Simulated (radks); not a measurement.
# Ionisation of Eu³⁺: one atom, several choices of functional

One table from this session's results is given with a row withheld; the runs are named, their logs left out.

The numbers are computed with radks (a radial shooting solver on a logarithmic mesh, Libxc functionals) version 1 (scalar-relativistic Kohn-Sham, spin-polarised, spherical densities, finite nucleus; open shells are filled with parallel spins first), except any that are marked as measured or tabulated.

## The atom as given

```
element       : europium (Z = 63)
charge        : +3
electrons     : 60
configuration : [Xe] 4f6
ion           : Eu⁴⁺, [Xe] 4f5
choices       : exchange-only LDA; BP86; HCTH/407; SCAN; PBEsol; AM05; TASK exchange with Perdew-Wang LDA correlation; PW91; XLYP
```

The outer shells:

Eu³⁺
```
[Xe] core
4f [↑ ][↑ ][↑ ][↑ ][↑ ][↑ ][  ]
```

Eu⁴⁺
```
[Xe] core
4f [↑ ][↑ ][↑ ][↑ ][↑ ][  ][  ]
```

Set-up of the first run:

Input:

```text
Z 63
configuration [Xe] 4f6
relativity scalar-relativistic
functional lda,
spin polarised
nucleus finite rms 5.1115 fm
c 137.035999084
```

Steps of the session up to this table: exchange-only LDA: Eu³⁺; exchange-only LDA: Eu⁴⁺; BP86: Eu³⁺; BP86: Eu⁴⁺; HCTH/407: Eu³⁺; HCTH/407: Eu⁴⁺; SCAN: Eu³⁺; SCAN: Eu⁴⁺; PBEsol: Eu³⁺; PBEsol: Eu⁴⁺; AM05: Eu³⁺; AM05: Eu⁴⁺; TASK exchange with Perdew-Wang LDA correlation: Eu³⁺; TASK exchange with Perdew-Wang LDA correlation: Eu⁴⁺; PW91: Eu³⁺; PW91: Eu⁴⁺; XLYP: Eu³⁺; XLYP: Eu⁴⁺.

One of the session's tables, all rows but one given; the rest of the session is left out.

| functional | Δ-SCF (eV) | −ε(HOMO) (eV) | <r> HOMO (bohr) |
| --- | --- | --- | --- |
| exchange-only LDA | 43.086 | 33.455 | 0.8686 |
| BP86 | 44.517 | 34.825 | 0.8662 |
| HCTH/407 | 45.898 | 36.086 | 0.8551 |
| SCAN | 44.738 | 35.080 | 0.8639 |
| PBEsol | ? | ? | ? |
| AM05 | 44.547 | 34.846 | 0.8656 |
| TASK exchange with Perdew-Wang LDA correlation | 44.867 | 35.075 | 0.8541 |
| PW91 | 44.541 | 34.848 | 0.8662 |
| XLYP | 44.241 | 34.559 | 0.8671 |

**Question.** Estimate the row for PBEsol.

As computed: Δ-SCF (eV): 44.496; −ε(HOMO) (eV): 34.805; <r> HOMO (bohr): 0.8662. In the column «Δ-SCF (eV)» it lies between XLYP (44.241) and BP86 (44.517).

Open shells are spherical and high-spin; term and fine-structure splittings are not resolved. Spin-orbit splitting is averaged out at the scalar-relativistic level.
